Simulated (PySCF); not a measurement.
# A diatomic session: BAs−

One table from this session's results is given with a row withheld; the runs are named, their logs left out.

Computed with PySCF 2.14.0. Level: B def2-TZVPPD, As def2-TZVPPD, no relativity.

2 further runs of the same task are left out: 2 set aside as unsound or not needed.

The first run:

A driver script around PySCF takes these settings:

| Item | Value |
| --- | --- |
| atoms | B, As |
| charge | -1 |
| basis | B def2-TZVPPD, As def2-TZVPPD |
| Hamiltonian | no relativity |
| basis functions | 91 |
| electrons treated | 39 |
| masses in u | 11.0093, 74.9216 |
| levels | PBE0, PBE, r²SCAN, r²SCAN0, B2PLYP, BLYP, r²SCANh, TPSS, HSE06, SCS-MP2, CCSD, CCSD(T) |
| grid | 80 radial by 434 angular points |
| occupations | held fixed by the projection of orbital angular momentum |
| dissociation limit | B + As−, each in its ground configuration |
| starting distance in angstrom | 2.090 |
| values of 2S to try | 1, 3 |

On the command line:

```
> OMP_NUM_THREADS=2 python dia.py task.json out
```

Steps of the session up to this table: The job; PBE0 along the bond; Excited determinants; PBE; r²SCAN (meta-GGA); r²SCAN0 (hybrid meta-GGA); B2PLYP; BLYP (GGA); r²SCANh; TPSS; HSE06; Adding correlation.

One of the session's tables, all rows but one given; the rest of the session is left out.

It belongs to the step «The curves together». Energy (eV) from each level's lowest point:

```
R (Å)  ROHF-SCS-MP2  ROHF-CCSD  ROHF-CCSD(T)    PBE   BLYP
1.547         1.418        n/a           n/a  1.401  1.431
1.619         0.660      0.623         0.686  0.655  0.679
1.691         0.225      0.201         0.240  0.225  0.242
1.745             ?          ?             ?      ?      ?
1.799         0.000      0.000         0.000  0.000  0.000
1.853         0.022      0.037         0.016  0.020  0.010
1.925         0.147      0.183         0.135  0.141  0.116
2.015         0.415      0.473         0.391  0.396  0.350
2.123         0.845      0.910         0.792  0.792  0.717
2.267         1.542        n/a           n/a  1.380  1.264
```

Estimate the missing values for R (Å) = 1.745.

Worked estimate for «ROHF-SCS-MP2». A straight line through the neighbours (1.691, 0.225) and (1.799, 0.000) gives 0.225 + (0.000 − 0.225) × (1.745 − 1.691) / (1.799 − 1.691) = 0.112; a parabola fitted to 4 rows on both sides gives 0.055.

**Answer.** ROHF-SCS-MP2: 0.060; ROHF-CCSD: 0.047; ROHF-CCSD(T): 0.067; PBE: 0.061; BLYP: 0.070. In «ROHF-SCS-MP2» the line misses by +0.052 and the parabola by -0.005.
